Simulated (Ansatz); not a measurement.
**TaN+ (sextet): the correlation ladder, def2-QZVPP**

One table from this session's results is given with a row withheld; the runs are named, their logs left out.

Computed with Ansatz 0.2.0, Gaussian basis. Level: def2-QZVPP, core rule «outside noble gas», up to 5 orbitals frozen.

Plan: UHF; ROHF; CCSD(T) on UHF.

## The geometry

The geometry is a PBE0/def2-TZVP stationary point (not a proven minimum) of the parent state, kept for this charge and spin. No spin-orbit coupling is included. Elements past krypton take def2 core potentials.

2 atoms, charge 1, spin multiplicity 6.

Atoms are counted from 1 here; the program's logs count them from 0.

Bond lengths: Ta1–N2 2.115 Å.

As a file:

```xyz
2

Ta    0.0000    0.0000    0.0000
N     0.0000    0.0000    2.1154
```

The first run:

The input, in.yaml:

```yaml
crystal:
  periodic: [false, false, false]
  atoms:
    - {symbol: Ta, position_ang: [0.000000, 0.000000, 0.000000]}
    - {symbol: N, position_ang: [0.000000, 0.000000, 2.115400]}
basis:
  gaussian: {orbitals: "def2-QZVPP.json"}
total_charge: 1
magnetization: {spin_polarized: true, initial_magnetization: 5}
hamiltonian: {xc: hf}
output: {orbitals: {seedname: orbitals}}
```

The run is started by

```sh
$ ansatz run in.yaml --threads 1 --pin off --events-out ev --progress --plain --max-ram 2560MiB --backend cpu
```

Among the steps run: UHF; ROHF; CCSD(T) on UHF.

One of the session's tables, all rows but one given; the rest of the session is left out.

| method | from UCCSD(T) (kcal/mol) |
| --- | --- |
| ROHF | +149.32 |
| UHF | ? |
| UMP2 | +20.78 |
| UCCSD | +7.20 |
| UCCSD(T) | 0 |

Estimate the missing values for UHF.

The run gave: from UCCSD(T) (kcal/mol): +143.09. In the column «from UCCSD(T) (kcal/mol)» it lies between UMP2 (+20.78) and ROHF (+149.32).

Limits of these values: Warnings: coupled cluster took another determinant than the lowest.
